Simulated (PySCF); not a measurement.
**SeN−: from the state search to spectroscopic constants**

The task here is to estimate one member of a computed series from the others.

Computed with PySCF 2.14.0. Level: Se aug-cc-pVDZ-PP with ECP10, N aug-cc-pVDZ, scalar-relativistic core potentials.

The first run:

Settings of the job:

| Quantity | Value |
| --- | --- |
| atoms | Se, N |
| charge | -1 |
| basis | Se aug-cc-pVDZ-PP with ECP10, N aug-cc-pVDZ |
| Hamiltonian | scalar-relativistic core potentials |
| basis functions | 55 |
| electrons treated | 32 |
| masses in u | 79.9165, 14.0031 |
| levels | PBE0, PBE, r²SCAN, B3LYP, r²SCAN0, r²SCANh, HSE06, HF, MP2, SCS-MP2 |
| grid | 80 radial by 434 angular points |
| occupations | held fixed by the projection of orbital angular momentum |
| dissociation limit | Se− + N, each in its ground configuration |
| starting distance in angstrom | 1.870 |
| values of 2S to try | 0, 2, 4 |

The run is started by

```
$ OMP_NUM_THREADS=1 python dia.py task.json out
```

Steps of the session up to this table: Input; PBE0 along the bond; Other states along the same grid; PBE (GGA); r²SCAN; B3LYP; r²SCAN0 (hybrid meta-GGA); r²SCANh (hybrid meta-GGA); HSE06 (range-separated hybrid); ROHF.

One table of the session follows, with a row left open; its other results are not shown here.

Energy (eV) from each level's lowest point:

```
R (Å)   ROHF  ROHF-MP2  ROHF-SCS-MP2    PBE  r²SCAN
1.519  1.533     0.861         0.944  1.280   1.231
1.589  0.794     0.316         0.374  0.588   0.554
1.660  0.343     0.064         0.094  0.200   0.181
1.713  0.144     0.000         0.010  0.054   0.045
1.766  0.036     0.009         0.000  0.000   0.000
1.819  0.000     0.073         0.045  0.016   0.025
1.890  0.036     0.215         0.165  0.116   0.136
1.978      ?         ?             ?      ?       ?
2.084  0.440     0.790         0.686  0.661   0.703
2.225  0.871     1.266         1.130  1.156   1.201
```

**Question.** Estimate the row for R (Å) = 1.978.

Worked estimate for «ROHF». A straight line through the neighbours (1.890, 0.036) and (2.084, 0.440) gives 0.036 + (0.440 − 0.036) × (1.978 − 1.890) / (2.084 − 1.890) = 0.219; a parabola fitted to 4 rows on both sides gives 0.189.

The run gave: ROHF: 0.178; ROHF-MP2: 0.454; ROHF-SCS-MP2: 0.378; PBE: 0.330; r²SCAN: 0.361. In «ROHF» the line misses by +0.041 and the parabola by +0.011.
